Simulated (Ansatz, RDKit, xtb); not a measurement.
# C4H7F2N: ranking a sample of isomers

Which of a sample of isomers of C4H7F2N is the most stable in the gas at 298.15 K, and what are its properties? The sample is small against all isomers, and the most stable one of this formula need not be in it.

The funnel: GFN2-xTB relaxations, single points with a density functional, relaxations at B3LYP-D3(BJ)/def2-SVP, harmonic vibrations (at GFN2-xTB), and a last energy at a higher level. All values are calculated.

## 1. Drawing up candidates

Isomers were taken from a list of plausible structures; this is a sample, not all of them. That gives 4 candidates.

```
label          SMILES     spin
 c003  C/C(N)=C\C(F)F  singlet
 c627    CC(=N)CC(F)F  singlet
 c721    C=C(N)CC(F)F  singlet
 c823  C/C(N)=C/C(F)F  singlet
```

Candidates are built by distance geometry, with a force field where one applies, in up to four conformers (letters a to d).

**Question.** With final energies at CCSD(T)/def2-SVP + MP2/def2-TZVPP - MP2/def2-SVP, which structure will this search put lowest in free energy, and by what margin?

| quantity | value |
| --- | --- |
| lowest structure found | CC(=N)CC(F)F, singlet |
| next finalist | C/C(N)=C/C(F)F, singlet, 3.2 kcal/mol higher in G |
| share at equilibrium, among the finalists | 99.3 % |

The lowest structure found is `CC(=N)CC(F)F`. The margin of 3.2 kcal/mol over the next finalist is beyond the usual error of the last level; it says nothing of structures that weren't ranked. With 4 minima in the window unscreened, the next finalist need not be the second lowest, and margin and share hold for the finalists alone. GFN2-xTB, HF/STO-3G, r2SCAN-D4/def2-SVP, B3LYP-D3(BJ)/def2-SVP, HF/def2-SVP and MP2/def2-SVP already put its bonding pattern lowest among the structures in one piece. 4 minima inside the window were never screened. The search is not exhaustive (a finite list of starts, one conformer a finalist), so a lower isomer can't be ruled out. Only 4 drawn patterns were tried, so whole families of isomers are missing, and the result ranks only the part of this sample that was screened. The lowest isomer need not be the one that is made and kept in a bottle, which depends on barriers.
